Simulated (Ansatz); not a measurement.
# Mn3Sb: the cost of one run

Computed with Ansatz 0.2.0 (DFT PBEsol, scalar-relativistic, plane waves, PAW, unless a step's input says otherwise).

## Step 1: The starting structure

Symmetry: Pm-3m, No. 221, cubic system. Conventional cell: a = 4.002 Å, b = 4.002 Å, c = 4.002 Å, α = 90.00°, β = 90.00°, γ = 90.00°. Mn (site symmetry 4/mmm) has 8 Mn at 2.83 Å and 4 Sb at 2.83 Å as nearest neighbours. Sb (site symmetry m-3m) is surrounded by 12 Mn at 2.83 Å.

Coordinates:

```cif
data_structure
_symmetry_space_group_name_H-M 'P 1'
_symmetry_Int_Tables_number 1
_cell_length_a 4.0017
_cell_length_b 4.0017
_cell_length_c 4.0017
_cell_angle_alpha 90.000
_cell_angle_beta 90.000
_cell_angle_gamma 90.000
_cell_volume 64.08
loop_
_atom_site_label
_atom_site_type_symbol
_atom_site_fract_x
_atom_site_fract_y
_atom_site_fract_z
_atom_site_occupancy
Mn1 Mn 0.00000 0.50000 0.50000 1
Mn2 Mn 0.50000 0.00000 0.50000 1
Mn3 Mn 0.50000 0.50000 0.00000 1
Sb1 Sb 0.00000 0.00000 0.00000 1
```

The cell is the deposited one, not relaxed. An earlier run on this cell at PBEsol gave -15.71 GPa at 16.020 Å³/atom (8×8×8 mesh), a metal on this mesh, moments in the atoms' spheres Mn 2.82; Sb -0.15 μB. The cell is stretched at this level.

## Step 2: Exchange couplings, spin waves and anisotropy by the force theorem

input.yaml reads:

```yaml
crystal:
  lattice:
    - [4.001699278, 0.0, 0.0]
    - [0.0, 4.001699278, 0.0]
    - [0.0, 0.0, 4.001699278]
  atoms:
    - { symbol: Mn, position: [0.0, 0.5, 0.5], spin: 3.1 }
    - { symbol: Mn, position: [0.5, 0.0, 0.5], spin: 3.1 }
    - { symbol: Mn, position: [0.5, 0.5, 0.0], spin: 3.1 }
    - { symbol: Sb, position: [0.0, 0.0, 0.0] }
basis:
  ecutwfc: 420
  ecutrho_ratio: 4
kpoints:
  mp_grid: { grid: [8, 8, 8] }
  band_path:
    path:
      - [[0.0, 0.0, 0.0], [0.0, 0.5, 0.0], [0.5, 0.5, 0.0], [0.0, 0.0, 0.0], [0.5, 0.5, 0.5], [0.0, 0.5, 0.0]]
      - [[0.5, 0.5, 0.5], [0.5, 0.5, 0.0]]
    npoints: 6
hamiltonian:
  xc: pbesol
scf:
  occupations: { method: gaussian, width: 0.05 }
  lower_state_search: "off"
output:
  forces: true
  stress: true
  eigenvalues: true
  populations: true
  eigenstates:
    nscf_kmesh: { grid: [8, 8, 8] }
    top_band: c64
    exchange_couplings: { magnetic: [{ site: 0 }, { site: 1 }, { site: 2 }] }
    magnetocrystalline_anisotropy: {}
magnetization:
  spin_polarized: true
checkpoint:
  read: start.run
  write: ck
  compress: false
  write_wavefunctions: false
  write_every: 100000
```

It reads its starting density from start.run, saved by an earlier run on this cell.

The run is started by

```console
$ ansatz run input.yaml --threads 4 --pin off --max-ram 9216MiB --backend cpu --events-out ev --progress --plain --runs-dir out
```

**Question.** How long does this run take on 4 threads of Intel Xeon Platinum 8488C (Sapphire Rapids), shared host, and how much memory does it need?

About 2.4 min, with a peak of 1.5 GiB.
